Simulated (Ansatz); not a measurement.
This script drives Ansatz's Python interface.

`pbse.py`
```python
import logging
import sys

import ansatz as az
import numpy as np

logging.basicConfig(stream=sys.stdout, format='%(name)s: %(message)s')
log = logging.getLogger('calc')
log.setLevel(logging.INFO)


def main() -> None:
    system = (
        az.Lattice.of((0.0, 3.06065, 3.06065), (3.06065, 0.0, 3.06065), (3.06065, 3.06065, 0.0))
        .atom('Pb', (0.0, 0.0, 0.0))
        .atom('Se', (0.5, 0.5, 0.5))
    )

    job = (
        system.calculation()
        .functional('lda')
        .pseudopotentials('paw')
        .basis(550)
        .occupations('fixed')
        .scf(tolerance=1e-10)
        .kpoints(6, 6, 6)
    )
    result = job.elastic('relaxed_ion', amplitude=0.003).run(threads=1, backend='cpu')
    elastic = result.elastic

    C = np.asarray(elastic.c_gpa)
    for i in range(6):
        for j in range(i, 6):
            if abs(C[i, j]) > 0.05:
                log.info(f'C{i + 1}{j + 1} = {C[i, j]:.1f} GPa')
    print('smallest eigenvalue of C:', round(elastic.stability.min_eigenvalue_gpa, 1), 'GPa; tensor positive definite:', elastic.stability.min_eigenvalue_gpa > 0)
    if elastic.stability.min_eigenvalue_gpa > 0:
        m = elastic.moduli
        anisotropy = 5 * m.g_voigt_gpa / m.g_reuss_gpa + m.k_voigt_gpa / m.k_reuss_gpa - 6
        log.info(f'Voigt K {m.k_voigt_gpa:.1f} G {m.g_voigt_gpa:.1f}; Reuss K {m.k_reuss_gpa:.1f} G {m.g_reuss_gpa:.1f}; universal anisotropy index {anisotropy:.3f}')


if __name__ == '__main__':
    main()
```

It is started by `python pbse.py`. Estimate its wall time and peak memory on 1 thread of Arm Neoverse N1, on a shared host.

It took about 38 s, with a peak of 0.46 GiB, for 1 run of the engine.

```console
$ python pbse.py
calc: C11 = 126.6 GPa
calc: C12 = 9.7 GPa
calc: C13 = 9.7 GPa
calc: C22 = 126.6 GPa
calc: C23 = 9.7 GPa
calc: C33 = 126.6 GPa
calc: C44 = 19.0 GPa
calc: C55 = 19.0 GPa
calc: C66 = 19.0 GPa
smallest eigenvalue of C: 19.0 GPa; tensor positive definite: True
calc: Voigt K 48.7 G 34.8; Reuss K 48.7 G 26.1; universal anisotropy index 1.677
```

Notes:
- The Fermi level of a run with fixed occupations marks the highest occupied state on its mesh, not mid-gap.
- A positive definite tensor excludes instabilities under uniform strain alone; phonons elsewhere in the zone can still be imaginary.
- The cell stands under -2.2 GPa at these settings.
- Spin-orbit coupling, which matters for elements this heavy, is left out.
- The structure is a deposited one; some such entries were measured under pressure or heat, so a shift against it needn't be the functional's error alone.
- The constants belong to the cell that was strained; where it wasn't relaxed first it may be under stress.
